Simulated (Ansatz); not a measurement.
# ClH10NSi3: search for a transition state

Aim: find the saddle point of a four-centre ligand exchange that is to form Si1–N4, Cl2–H3 and break Si1–Cl2, H3–N4, prove it by its vibrations, and relax downhill on both sides to see what it joins.

Program: Ansatz 0.2.0, Gaussian basis. Level of theory: PBE0-D4, def2-SVP first, then def2-TZVP. These are calculated values, not measurements.

152 further runs of the same task are left out: 152 set aside as unsound or not needed.

## Step 1: Where the work starts

The guess: 15 atoms, charge 0, spin multiplicity 1.

Atoms are counted from 1 here; the program's logs count them from 0.

Bond lengths: Si1–N4 1.832 Å, Si1–H7 1.471 Å, Si1–H8 1.449 Å, Si1–H9 1.449 Å, H3–N4 1.162 Å, N4–Si5 1.781 Å, N4–Si6 1.780 Å, Si5–H10 1.463 Å, Si5–H11 1.459 Å, Si5–H12 1.455 Å, Si6–H13 1.455 Å, Si6–H14 1.464 Å, Si6–H15 1.459 Å. Angles: N4–Si1–H7 101.9°, N4–Si1–H8 107.8°, N4–Si1–H9 107.8°, H7–Si1–H8 109.5°, H7–Si1–H9 109.5°, H8–Si1–H9 119.0°, Si1–N4–H3 91.3°, Si1–N4–Si5 114.8°, Si1–N4–Si6 115.0°, H3–N4–Si5 106.8°, H3–N4–Si6 106.9°, Si5–N4–Si6 117.8°, N4–Si5–H10 107.1°, N4–Si5–H11 106.2°, N4–Si5–H12 107.2°, H10–Si5–H11 111.2°, H10–Si5–H12 111.7°, H11–Si5–H12 113.0° and more.

Geometry (Å):

```mol
ClH10NSi3
  3D, bonds by distance, orders not assigned

 15 13  0  0  0  0  0  0  0  0999 V2000
    0.1891   -1.5436   -0.6940 Si  0  0
    0.6936    0.6181   -2.6820 Cl  0  0
    0.2736    0.6124   -1.0791 H   0  0
    0.0083    0.1590   -0.0421 N   0  0
    1.2895    0.6685    1.0846 Si  0  0
   -1.6629    0.6509    0.3251 Si  0  0
   -0.1155   -2.3563    0.4940 H   0  0
   -0.8393   -1.7461   -1.6943 H   0  0
    1.5770   -1.7307   -1.0648 H   0  0
    1.1666   -0.1658    2.2806 H   0  0
    1.0294    2.0712    1.3900 H   0  0
    2.5622    0.4603    0.4119 H   0  0
   -2.4631    0.3798   -0.8593 H   0  0
   -2.1049   -0.1475    1.4693 H   0  0
   -1.6037    2.0698    0.6601 H   0  0
  1  4  8  0
  1  7  8  0
  1  8  8  0
  1  9  8  0
  3  4  8  0
  4  5  8  0
  4  6  8  0
  5 10  8  0
  5 11  8  0
  5 12  8  0
  6 13  8  0
  6 14  8  0
  6 15  8  0
M  END
```

Distances that are to change: Si1–N4 1.83 Å, Cl2–H3 1.66 Å, Si1–Cl2 2.98 Å, H3–N4 1.16 Å.

## Step 2: Constrained relaxation of the guess

hold/in.yaml reads:

```yaml
crystal:
  periodic: [false, false, false]
  atoms:
    - {symbol: Si, position_ang: [0.189100, -1.543600, -0.694000]}
    - {symbol: Cl, position_ang: [0.693600, 0.618100, -2.682000]}
    - {symbol: H, position_ang: [0.273600, 0.612400, -1.079100]}
    - {symbol: N, position_ang: [0.008300, 0.159000, -0.042100]}
    - {symbol: Si, position_ang: [1.289500, 0.668500, 1.084600]}
    - {symbol: Si, position_ang: [-1.662900, 0.650900, 0.325100]}
    - {symbol: H, position_ang: [-0.115500, -2.356300, 0.494000]}
    - {symbol: H, position_ang: [-0.839300, -1.746100, -1.694300]}
    - {symbol: H, position_ang: [1.577000, -1.730700, -1.064800]}
    - {symbol: H, position_ang: [1.166600, -0.165800, 2.280600]}
    - {symbol: H, position_ang: [1.029400, 2.071200, 1.390000]}
    - {symbol: H, position_ang: [2.562200, 0.460300, 0.411900]}
    - {symbol: H, position_ang: [-2.463100, 0.379800, -0.859300]}
    - {symbol: H, position_ang: [-2.104900, -0.147500, 1.469300]}
    - {symbol: H, position_ang: [-1.603700, 2.069800, 0.660100]}
basis:
  gaussian: {orbitals: def2-SVP}
hamiltonian: {xc: pbe0, dispersion: d4}
relax: {f_tol: 0.04, max_steps: 150, escape_saddle: false, constraints: [{distance: [0, 3]}, {distance: [1, 2]}, {distance: [0, 1]}, {distance: [2, 3]}]}
```

Run with:

```
ansatz run in.yaml --threads 4 --pin off --events-out ev --progress --plain --max-ram 46080MiB --backend cpu
```

Further steps of the session: Force constants to start from; Saddle search in the small basis; Saddle search in triple zeta; Checking the order of the point; Relaxing after a step of 0.30 Å one way along the mode; Relaxing after a step of 0.30 Å the other way along the mode.

Q: Predict the outcome of this session. Wanted: imaginary mode; barrier from the start side; barrier from the end side; energy of the step; pairs that change; zero-point energy at the saddle.

As calculated:

```
                       quantity                                        value
                 imaginary mode                                    121i cm⁻¹
    barrier from the start side                                   6.1 kJ/mol
      barrier from the end side                                  50.0 kJ/mol
             energy of the step                                 -43.9 kJ/mol
              pairs that change  Cl2–H3 formed, Si1–Cl2 broken, H3–N4 broken
zero-point energy at the saddle                                     2.550 eV
```

One imaginary mode, 121i cm⁻¹, makes this a first-order saddle. It joins the planned start and end. At PBE0-D4/def2-TZVP the electronic barrier is 6.1 kJ/mol, about 2 kT at 298 K, and the step runs 43.9 kJ/mol downhill. A step off the saddle overshot and began above it in energy, so the link to its end is likely but not proven.
